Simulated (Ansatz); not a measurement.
# AlClOF (SMILES [O][Al]([F])[Cl]) at U-r2SCAN/6-311+G(d,p)

Aim: the electronic atomisation energy of AlClOF at U-r2SCAN/6-311+G**, from 5 runs. 

Program for the calculation: Ansatz 0.2.0.

70 further runs of the same task are left out: 2 that didn't finish, 68 set aside as unsound or not needed. Runs told in other sessions of the task aren't counted.

### Step 1. The molecule

The species is AlClOF (4 atoms), meant as a doublet with charge 0. As SMILES, `[O][Al]([F])[Cl]`. Geometry: relaxed at PBE0-D4/def2-TZVP.

Bond lengths: O1–Al2 1.724 Å, Al2–F3 1.632 Å, Al2–Cl4 2.063 Å. Angles: O1–Al2–F3 118.6°, O1–Al2–Cl4 118.4°, F3–Al2–Cl4 122.9°.

### Step 2. A single-point energy at U-r2SCAN/6-311+G(d,p)

File in.yaml:

```yaml
crystal:
  periodic: [false, false, false]
  atoms:
    - {symbol: O, position_ang: [0.993300, 0.591700, 1.294800]}
    - {symbol: Al, position_ang: [0.061900, -0.095200, 0.016700]}
    - {symbol: F, position_ang: [0.278100, -1.671200, -0.348900]}
    - {symbol: Cl, position_ang: [-1.277700, 1.114400, -0.982900]}
basis:
  gaussian: {orbitals: 6-311+G_st__st_-spherical.json}
magnetization: {spin_polarized: true, initial_magnetization: 1}
hamiltonian: {xc: r2scan}
accuracy: high
output: {orbitals: {seedname: orbitals}}
```

The basis set 6-311+G** is read from a file made from the Basis Set Exchange's data (not shown).

Launch:

```bash
$ ansatz run in.yaml --threads 1 --pin off --max-ram 3480MiB --events-out events.jsonl --progress --plain --runs-dir runs
```

What it wrote:

```text
Warning: RAYON_NUM_THREADS=1 ignored (pool sized by the plan → 1); use --threads N
Functional definition: r2SCAN
  name "r2SCAN"
  parameter k0 = 0.174
  parameter k1 = 0.065
  parameter a1 = 4.9479
  exchange = r2scan_x(k0 = k0, k1 = k1, a1 = a1)
  correlation = r2scan_c
1717 factors; integrals over basis functions are off by at most 4.5e-9 eV
mean field evaluation 1: about -23864.1558 eV, gradient 6.4e1 eV
mean field evaluation 2: about -23635.8651 eV, gradient 1.4e2 eV
mean field evaluation 4: about -23881.0765 eV, gradient 3.2e1 eV
mean field evaluation 8: about -23884.5227 eV, gradient 4.6e-1 eV
mean field evaluation 16: about -23884.5169 eV, gradient 3.1e-3 eV
mean field evaluation 32: about -23884.5169 eV, gradient 1.0e-6 eV
mean field -23884.51689314 eV, -877.7398063159 hartree, gradient 4.1e-8 eV, S^2 0.754243; 4 other end points of the search recorded, 0 dependent functions left out
reference -23884.51690605 eV, -877.7398067901 hartree; 24, 23 occupied and 80, 81 virtual orbitals, 1717 factors
Total energy: -23884.51690605 eV, -877.7398067901 hartree
```

Wall time 50 s (1 thread of Arm Neoverse V1, shared host); peak memory 0.42 GiB.

### Step 3. The Al atom, same level

File job.yaml:

```yaml
crystal:
  periodic: [false, false, false]
  atoms:
    - {symbol: Al, position_ang: [0.000000, 0.000000, 0.000000]}
basis:
  gaussian: {orbitals: 6-311+G_st__st_-spherical.json}
magnetization: {spin_polarized: true, initial_magnetization: 1}
hamiltonian: {xc: r2scan}
accuracy: high
```

The basis set 6-311+G** is read from a file made from the Basis Set Exchange's data (not shown).

Run the same way, it converges to -242.32846 Eh (log not shown).

### Step 4. The Cl atom, same level

File in.yaml:

```yaml
crystal:
  periodic: [false, false, false]
  atoms:
    - symbol: Cl
      position_ang: [0.000000, 0.000000, 0.000000]
basis:
  gaussian:
    orbitals: 6-311+G_st__st_-spherical.json
magnetization:
  spin_polarized: true
  initial_magnetization: 1
hamiltonian:
  xc: r2scan
accuracy: high
```

The basis set 6-311+G** is read from a file made from the Basis Set Exchange's data (not shown).

Launch:

```bash
$ ansatz run in.yaml --threads 1 --pin off --max-ram 3480MiB --events-out events.jsonl --progress --plain --runs-dir runs
```

What it wrote:

```text
Warning: RAYON_NUM_THREADS=1 ignored (pool sized by the plan → 1); use --threads N
Functional definition: r2SCAN
  name "r2SCAN"
  parameter k0 = 0.174
  parameter k1 = 0.065
  parameter a1 = 4.9479
  exchange = r2scan_x(k0 = k0, k1 = k1, a1 = a1)
  correlation = r2scan_c
229 factors; integrals over basis functions are off by at most 4.3e-9 eV
mean field evaluation 1: about -12520.2572 eV, gradient 3.8e0 eV
mean field evaluation 2: about -12520.3306 eV, gradient 1.8e0 eV
mean field evaluation 4: about -12520.3436 eV, gradient 4.2e-2 eV
mean field evaluation 8: about -12520.3454 eV, gradient 2.3e-3 eV
mean field evaluation 16: about -12520.3454 eV, gradient 9.5e-8 eV
mean field evaluation 32: about -12520.1472 eV, gradient 5.4e0 eV
mean field -12520.34541759 eV, -460.1142075016 hartree, gradient 6.7e-8 eV, S^2 0.753131; 3 other end points of the search recorded, 0 dependent functions left out
reference -12520.34542079 eV, -460.1142076193 hartree; 9, 8 occupied and 21, 22 virtual orbitals, 229 factors
Total energy: -12520.34542079 eV, -460.1142076193 hartree
```

It took 6.9 s on 1 thread of Arm Neoverse V1, shared host; peak memory 0.12 GiB.

### Step 5. The F atom

File in.yaml:

```yaml
basis:
  gaussian:
    orbitals: 6-311+G_st__st_.json
crystal:
  periodic: [false, false, false]
  atoms:
    - {symbol: F, position_ang: [0.000000, 0.000000, 0.000000]}
magnetization:
  spin_polarized: true
  initial_magnetization: 1
hamiltonian:
  xc: r2scan
accuracy: high
```

The basis set 6-311+G** is read from a file made from the Basis Set Exchange's data (not shown).

Run the same way, it converges to -99.71736 Eh (log not shown).

### Step 6. The O atom at the same level

File input.yaml:

```yaml
crystal:
  periodic: [false, false, false]
  atoms:
    - symbol: O
      position_ang: [0.000000, 0.000000, 0.000000]
basis:
  gaussian:
    orbitals: 6-311+G_st__st_.json
magnetization:
  spin_polarized: true
  initial_magnetization: 2
hamiltonian:
  xc: {name: r2SCAN}
accuracy: high
```

The basis set 6-311+G** is read from a file made from the Basis Set Exchange's data (not shown).

Run the same way, it converges to -75.05153 Eh (log not shown).

### Step 7. What came out

At U-r2SCAN/6-311+G**:

```
                                    quantity          value
                      molecule: total energy  -877.73981 Eh
molecule: HOMO energy (highest over α and β)       -8.44 eV
 molecule: LUMO energy (lowest over α and β)       -6.26 eV
                              molecule: ⟨S²⟩          0.754
                       Al atom: total energy  -242.32846 Eh
                               Al atom: ⟨S²⟩          0.755
                       Cl atom: total energy  -460.11421 Eh
                               Cl atom: ⟨S²⟩          0.753
                        F atom: total energy   -99.71736 Eh
                                F atom: ⟨S²⟩          0.752
                        O atom: total energy   -75.05153 Eh
                                O atom: ⟨S²⟩          2.005
               electronic atomisation energy      14.374 eV
```

**Reading.** Taking the molecule apart into free atoms costs 14.37 eV (331 kcal/mol), before zero-point energy and without spin-orbit coupling.
